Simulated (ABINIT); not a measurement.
## TaO in ABINIT: the effect of functional

TaO:

```
Ta O
1.0
     3.06611    0.00000    0.00000
    -1.53306    2.65533    0.00000
     0.00000    0.00000    3.85502
Ta O
1 1
Cartesian
  0.0000 0.0000 1.9275
  0.0000 0.0000 0.0000
```

The cell was built by a generator and needn't be a form met in nature.

Alike in all runs:

- Program: ABINIT 10.8.3 (patched build)
- Task: single point
- Potentials or basis: JTH PAW PBE v2.0
- Cutoff: 762 eV
- k mesh: 10 × 10 × 7
- Occupations: fermi-dirac, width 0.05 eV
- Spin: no spin polarisation

```tsv
functional	pressure (GPa)
PBE	0.0
LDA	-10.2
PBEsol	-5.6
RPBE	3.5
BLYP	?
AM05	-5.5
r2SCAN	-3.5
SCAN	-5.7
revPBE	2.6
PW91	-0.7
WC	-5.4
```

**Question.** What does the run with functional BLYP give?

**Answer.** Pressure 4.6 GPa.

Caveats: an odd number of electrons without spin polarisation forces a metal; a magnetic or distorted state may lie lower; the atomic spheres overlap; the PAW data sets were made with another functional, which shifts forces and pressure a little (some runs).
